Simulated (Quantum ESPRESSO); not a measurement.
NbSi: zone-centre phonons under several settings

```
Nb Si
1.0
     0.00000    2.57383    2.57383
     2.57383    0.00000    2.57383
     2.57383    2.57383    0.00000
Nb Si
1 1
Direct
  0.00000 0.00000 0.00000
  0.50000 0.50000 0.50000
```

The cell was built by a generator and needn't be a form met in nature.

All runs used Quantum ESPRESSO 7.5; potentials GBRV 1.5 LDA; k mesh 9 × 9 × 9; no spin polarisation; cutoff 612 eV; occupations cold, width 0.2 eV.

```csv
level,geometry,volume (Å³/atom),pressure (GPa),lowest optical mode without the field (cm⁻¹)
LDA,relaxed at -3 GPa,?,-3.0,?
LDA,relaxed at 0 GPa,16.22,0.0,386
LDA,relaxed at 3 GPa,15.95,3.0,397
LDA,relaxed at 8 GPa,15.53,8.0,414
LDA,relaxed at 15 GPa,15.02,15.0,435
```

Problem. What stands in the row left open?

Solution. Volume 16.53 Å³/atom; lowest optical mode without the field 374 cm⁻¹.

Caveats: the cell is more than 3 GPa from zero pressure, which shifts response properties (some runs).

For the row left open. Caveat: the cell is more than 3 GPa from zero pressure, which shifts response properties.
